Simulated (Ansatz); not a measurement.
**Ti: response to strain**

Aim: deform Ti (zz strain of -1 %) and compute stress, forces and field gradients with LAPW, PAW and all-electron datasets made for the crystal.

Computed with Ansatz 0.2.0 (DFT PBEsol, scalar-relativistic, unless a step's input says otherwise).

**1. The structure to begin with**

The structure is hexagonal, space group P6_3/mmc (No. 194). The conventional cell has a = 2.950 Å, b = 2.950 Å, c = 4.686 Å, α = 90.00°, β = 90.00°, γ = 120.00°. Around Ti (site symmetry -6m2) lie 12 Ti at 2.90 to 2.95 Å.

Coordinates:

```cif
data_structure
_symmetry_space_group_name_H-M 'P6_3/mmc'
_symmetry_Int_Tables_number 194
_cell_length_a 2.9500
_cell_length_b 2.9500
_cell_length_c 4.6860
_cell_angle_alpha 90.000
_cell_angle_beta 90.000
_cell_angle_gamma 120.000
_cell_volume 35.32
loop_
_atom_site_label
_atom_site_type_symbol
_atom_site_symmetry_multiplicity
_atom_site_Wyckoff_symbol
_atom_site_fract_x
_atom_site_fract_y
_atom_site_fract_z
_atom_site_occupancy
Ti1 Ti 2 c 0.33333 0.66667 0.25000 1
```

The file gives the conventional cell by its symmetry; the runs use the cell typed in the input.

Atoms are numbered in the order of the input: Ti1, Ti2.

**2. After the deformation**

Space group P6_3/mmc before, P6_3/mmc after.

**3. LAPW, all electrons**

Input file input.yaml:

```yaml
crystal:
  lattice:
    - [2.9499978604, 0.0, 0.0]
    - [-1.4749989302, 2.5547730882, 0.0]
    - [0.0, 0.0, 4.63914]
  atoms:
    - { symbol: Ti, position: [0.3333333333, 0.6666666667, 0.25] }
    - { symbol: Ti, position: [0.6666666667, 0.3333333333, 0.75] }
kpoints:
  mp_grid: { grid: [13, 13, 7] }
  band_path:
    path:
      - [0.0, 0.0, 0.0]
      - [0.5, 0.0, 0.0]
      - [0.3333333333, 0.3333333333, 0.0]
      - [0.0, 0.0, 0.0]
      - [0.0, 0.0, 0.5]
      - [0.5, 0.0, 0.5]
      - [0.3333333333, 0.3333333333, 0.5]
      - [0.0, 0.0, 0.5]
      - [0.5, 0.0, 0.5]
    npoints: 5
scf:
  occupations: { method: fermi_dirac, width: 0.08 }
hamiltonian:
  xc: pbesol
  pseudopotentials: { kind: all_electron, lapw: { basis_error: 0.0005 } }
output:
  forces: true
  stress: true
  eigenvalues: true
```

Launch:

```
$ ansatz run input.yaml --threads 1 --pin off --max-ram 3072MiB --backend cpu --events-out ev --progress --plain --runs-dir out
```

**4. PAW with frozen cores**

Input file input.yaml:

```yaml
crystal:
  lattice:
    - [2.9499978604, 0.0, 0.0]
    - [-1.4749989302, 2.5547730882, 0.0]
    - [0.0, 0.0, 4.63914]
  atoms:
    - { symbol: Ti, position: [0.3333333333, 0.6666666667, 0.25] }
    - { symbol: Ti, position: [0.6666666667, 0.3333333333, 0.75] }
kpoints:
  mp_grid: { grid: [13, 13, 7] }
scf:
  occupations: { method: fermi_dirac, width: 0.08 }
hamiltonian:
  xc: pbesol
  pseudopotentials: { kind: paw }
output:
  forces: true
  stress: true
  eigenvalues: true
  efg: { contact_densities: true }
```

**5. All-electron PAW on datasets made for the crystal**

input.yaml, as its differences from that of step 4:

```diff
@@ -14,3 +14,3 @@
   xc: pbesol
-  pseudopotentials: { kind: paw }
+  pseudopotentials: { kind: all_electron, datasets: crystal }
 output:
```

(Steps that only read results are left out.)

Q: Predict the outcome of this session. Wanted: pressure; largest shear or deviatoric stress.

**Answer**, as computed:

| quantity | value |
| --- | --- |
| pressure | LAPW -4.79, PAW -4.78, crystal datasets -4.79 GPa |
| largest shear or deviatoric stress (LAPW) | 0.40 GPa |

What this shows: The largest part of the stress beyond the pressure is 0.40 GPa in size, in the zz component; the atoms are carried along and not relaxed. No run of the undeformed cell stands beside it, so the pressure holds what the given cell had before the change. PAW: stress within 0.01 GPa of LAPW. Crystal datasets: stress within 0.01 GPa of LAPW.
